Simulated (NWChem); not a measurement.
# CH5ClSeSn (SMILES C[Se][SnH2][Cl]): levels of theory compared

Wanted: a comparison of 4 runs (HF/STO-3G, HF/3-21G, MP2/3-21G, CCSD/3-21G) of CH5ClSeSn. 

The results are computed with NWChem 7.3.0.

## (1) The system as given

CH5ClSeSn has 9 atoms, charge 0, and is taken as a singlet. As SMILES, `C[Se][SnH2][Cl]`. Geometry: relaxed at PBE0-D4/def2-TZVP. This is one conformer, not always the lowest.

Bond lengths: C1–Se2 1.960 Å, Se2–Sn3 2.501 Å, Sn3–Cl4 2.342 Å, C1–H5 1.089 Å, C1–H6 1.088 Å, C1–H7 1.088 Å, Sn3–H8 1.704 Å, Sn3–H9 1.700 Å. Some angles: C1–Se2–Sn3 96.2°, Se2–Sn3–Cl4 107.3°, Se2–C1–H5 105.9°, Se2–C1–H6 110.0°, Se2–C1–H7 110.7°, Se2–Sn3–H8 112.1°, Se2–Sn3–H9 110.5°, Cl4–Sn3–H8 103.8°, Cl4–Sn3–H9 107.5°, H5–C1–H6 109.6°.

## (2) Energy and gradient at HF/STO-3G (run 1)

Input file job.xyz:

```xyz
9
CH5ClSeSn
C     -0.973300     0.663300    -1.206500
Se    -0.683000    -1.224600    -0.765200
Sn     0.790200    -0.815100     1.214000
Cl     2.633500     0.420600     0.465900
H     -1.575900     0.667700    -2.113100
H     -0.020600     1.152100    -1.398300
H     -1.514100     1.165700    -0.407300
H      0.054200     0.209000     2.360100
H      1.377400    -2.284800     1.833400
```

Input file run.py:

```python
from ase.io import read
from ase.calculators.nwchem import NWChem

molecule = read('job.xyz')

calc = NWChem(
    label='job',
    theory='scf',
    memory='2200 mb',
    basis='STO-3G',
    basispar='spherical bse',
    scf={'nopen': '0', 'rhf': None, 'thresh': '1e-08', 'maxiter': '80'},
)
molecule.calc = calc

forces = molecule.get_forces()
print(f"energy = {molecule.get_potential_energy():.6f} eV")
print("forces (eV/A):")
for s, f in zip(molecule.symbols, forces):
    print(f"{s:2s} {f[0]:10.5f} {f[1]:10.5f} {f[2]:10.5f}")
print("dipole (e A):", molecule.get_dipole_moment().round(4))
```

Run with:

```console
$ export ASE_NWCHEM_COMMAND="nwchem PREFIX.nwi > PREFIX.nwo"
$ python run.py
```

What it wrote:

```text
energy = -240327.829390 eV
forces (eV/A):
C    -0.09909   -0.98910   -0.14470
Se    0.08469    0.58158    0.15838
Sn    0.16018   -0.25156    1.13905
Cl   -0.19499   -0.16944    0.07060
H     0.12413    0.31722    0.18167
H    -0.22672    0.14542    0.01080
H     0.11045    0.10727   -0.18152
H     0.50039   -0.83905   -0.83196
H    -0.45899    1.09766   -0.40238
dipole (e A): [-0.4517 -0.0933  0.4033]
```

The calculator wrote job.nwi:

```
title "job"

permanent_dir job

scratch_dir job

start job

geometry units angstrom nocenter noautosym noautoz
  C  -9.7330000000000005e-01 6.6330000000000000e-01 -1.2064999999999999e+00
  Se -6.8300000000000005e-01 -1.2245999999999999e+00 -7.6519999999999999e-01
  Sn 7.9020000000000001e-01 -8.1510000000000005e-01 1.2140000000000000e+00
  Cl 2.6335000000000002e+00 4.2059999999999997e-01 4.6589999999999998e-01
  H  -1.5759000000000001e+00 6.6769999999999996e-01 -2.1131000000000002e+00
  H  -2.0600000000000000e-02 1.1520999999999999e+00 -1.3983000000000001e+00
  H  -1.5141000000000000e+00 1.1657000000000000e+00 -4.0730000000000000e-01
  H  5.4199999999999998e-02 2.0899999999999999e-01 2.3601000000000001e+00
  H  1.3774000000000000e+00 -2.2848000000000002e+00 1.8333999999999999e+00
end

memory 2200 mb

basis spherical bse noprint
   * library STO-3G
end

scf
  nopen 0
  rhf
  thresh 1e-08
  maxiter 80
end

task scf gradient
```

job.nwo:

```text
Northwest Computational Chemistry Package (NWChem) 7.3.0
             --------------------------------------------------------

           Job information
           ---------------

    nwchem branch   = 7.3.0
    use scalapack   = T
    input           = job.nwi
    prefix          = job.
    data base       = job/job.db
    status          = startup
    nproc           =        1

           Memory information
           ------------------

    heap     =     72089596 doubles =      550.0 Mbytes
    stack    =     72089601 doubles =      550.0 Mbytes
    global   =    144179200 doubles =     1100.0 Mbytes (distinct from heap & stack)
    total    =    288358397 doubles =     2200.0 Mbytes
    verify   = yes
    hardfail = no

[... 139 lines left out ...]
 Convergence threshold     :          1.000E-08
[... 12 lines left out ...]
       Final RHF  results
[... 3 lines left out ...]
      One-electron energy = -13962.051809243627
[... 1 line left out ...]
 Nuclear repulsion energy =    854.851335789401
[... 72 lines left out ...]
                       ROHF Final Molecular Orbital Analysis
[... 259 lines left out ...]
                         RHF ENERGY GRADIENTS

    atom               coordinates                        gradient
                 x          y          z           x          y          z
   1 C      -1.839270   1.253455  -2.279954    0.001927   0.019235   0.002814
   2 Se     -1.290683  -2.314158  -1.446018   -0.001647  -0.011310  -0.003080
   3 Sn      1.493261  -1.540316   2.294127   -0.003115   0.004892  -0.022151
[... 5 lines of this table left out ...]
   9 H       2.602909  -4.317646   3.464624    0.008926  -0.021346   0.007825

                 ----------------------------------------
                 |  Time  |  1-e(secs)   |  2-e(secs)   |
                 ----------------------------------------
                 |  CPU   |       0.01   |       9.85   |
                 ----------------------------------------
                 |  WALL  |       0.01   |       9.85   |
                 ----------------------------------------

 Task  times  cpu:       24.9s     wall:       24.9s
 Total times  cpu:       24.9s     wall:       24.9s
```

It took 26 s on 1 thread of AMD EPYC 7R43 (Zen 3), shared host; peak memory 0.094 GiB.

## (3) Energy and gradient at HF/3-21G (run 2)

Input file work.nw:

```
start work
memory stack 880 mb heap 220 mb global 1100 mb

geometry units bohr noautosym nocenter noautoz
C  -1.83927044  1.25345534 -2.27995457
Se -1.29068294 -2.31415861 -1.44601843
Sn  1.49326158 -1.54031576  2.29412752
Cl  4.97659375  0.79481881  0.88042340
H  -2.97801940  1.26177013 -3.99318027
H  -0.03892836  2.17715347 -2.64240404
H  -2.86123433  2.20285374 -0.76968545
H   0.10242316  0.39495276  4.45994263
H   2.60290876 -4.31764625  3.46462388
end

basis spherical bse
* library 3-21G
end

scf
nopen 0
rhf
thresh 1e-08
maxiter 80
end

task scf gradient
```

Run with:

```console
$ nwchem work.nw > work.out
```

What it wrote:

```text
[...]
  functions       =    85
[...]
  wavefunction    = RHF
[...]
         Total SCF energy =  -8882.673860364337
      One-electron energy = -13996.495900186084
      Two-electron energy =   4258.970765697574
 Nuclear repulsion energy =    854.851274124174
        Time for solution =     15.8s
[...]
                         RHF ENERGY GRADIENTS
    atom               coordinates                        gradient
                 x          y          z           x          y          z
   1 C      -1.839270   1.253455  -2.279955    0.003961  -0.014358   0.006331
   2 Se     -1.290683  -2.314159  -1.446018    0.009728   0.015779   0.011074
   3 Sn      1.493262  -1.540316   2.294128    0.008621   0.010141  -0.016900
   4 Cl      4.976594   0.794819   0.880423   -0.023160  -0.014859   0.008318
   5 H      -2.978019   1.261770  -3.993180   -0.004047  -0.002414  -0.005963
   6 H      -0.038928   2.177153  -2.642404    0.007231   0.001328  -0.000426
   7 H      -2.861234   2.202854  -0.769685   -0.003398   0.001781   0.005808
   8 H       0.102423   0.394953   4.459943    0.003282  -0.003493  -0.005193
   9 H       2.602909  -4.317646   3.464624   -0.002218   0.006096  -0.003048
[...]
```

Wall time 28 s (1 thread of AMD EPYC 7R43 (Zen 3), shared host); peak memory 0.1 GiB.

Run 3 isn't shown in full; the table further down has it.

## (4) The energy at CCSD/3-21G (run 4)

Input file input.nw:

```
start input
memory 2200 mb

geometry noautosym nocenter noautoz
  C       -0.973300       0.663300      -1.206500
  Se      -0.683000      -1.224600      -0.765200
  Sn       0.790200      -0.815100       1.214000
  Cl       2.633500       0.420600       0.465900
  H       -1.575900       0.667700      -2.113100
  H       -0.020600       1.152100      -1.398300
  H       -1.514100       1.165700      -0.407300
  H        0.054200       0.209000       2.360100
  H        1.377400      -2.284800       1.833400
end

basis spherical bse
  * library 3-21G
end

scf
  thresh 1e-08
  maxiter 80
end

ccsd
  freeze core 33
  maxiter 60
end

task ccsd energy
```

Run with:

```console
$ nwchem input.nw > input.out
```

What it wrote:

```text
[...]
  functions       =    85
[...]
  wavefunction    = RHF
[...]
         Total SCF energy =  -8882.673860344110
      One-electron energy = -13996.496023958223
      Two-electron energy =   4258.970827824712
 Nuclear repulsion energy =    854.851335789402
        Time for solution =     17.4s
[...]
 Total MP2 energy:          -8882.905345741846759
[...]
             energy      energy      error      ampl     ampl      Block
                                                time     time      time
[...]
 Total CCSD energy:          -8882.946899595521245
[...]
```

It took 2.8 min on 1 thread of AMD EPYC 7R43 (Zen 3), shared host; peak memory 0.29 GiB.

## (5) Overview of the runs

```csv
run,level,module,frozen core orbitals,energy (Eh),dipole moment (D),HOMO energy (eV),LUMO energy (eV),wall time
1,HF/STO-3G,scf,–,-8831.884902,2.94,-7.17,7.55,26 s
2,HF/3-21G,scf,–,-8882.673860,3.10,-9.48,2.16,28 s
3,MP2/3-21G,mp2,33,-8882.905346,2.86,-9.48,2.16,52 s
4,CCSD/3-21G,ccsd,33,-8882.946900,–,-9.48,2.16,2.8 min
```

## (6) Results

```
                                           quantity           value
                                run 4: total energy  -8882.94690 Eh
         run 4: HOMO energy (Hartree–Fock orbitals)        -9.48 eV
         run 4: LUMO energy (Hartree–Fock orbitals)         2.16 eV
       run 4: HOMO–LUMO gap (Hartree–Fock orbitals)        11.64 eV
run 4: correlation energy (33 core orbitals frozen)      -273.0 mEh
```

Below the HF energy at the same shape and in the same basis (3-21G): MP2 -231.5 mEh; CCSD -273.0 mEh. Over runs 1, 2, 3 the dipole moment (its size) runs from 2.86 D (MP2/3-21G) to 3.10 D (HF/3-21G). In run 1 the basis is minimal, so the values are rough. In runs 1, 2, 3, 4 relativity is left out where basis or elements ask for it. All runs together took 4.6 min, the longest 2.8 min.
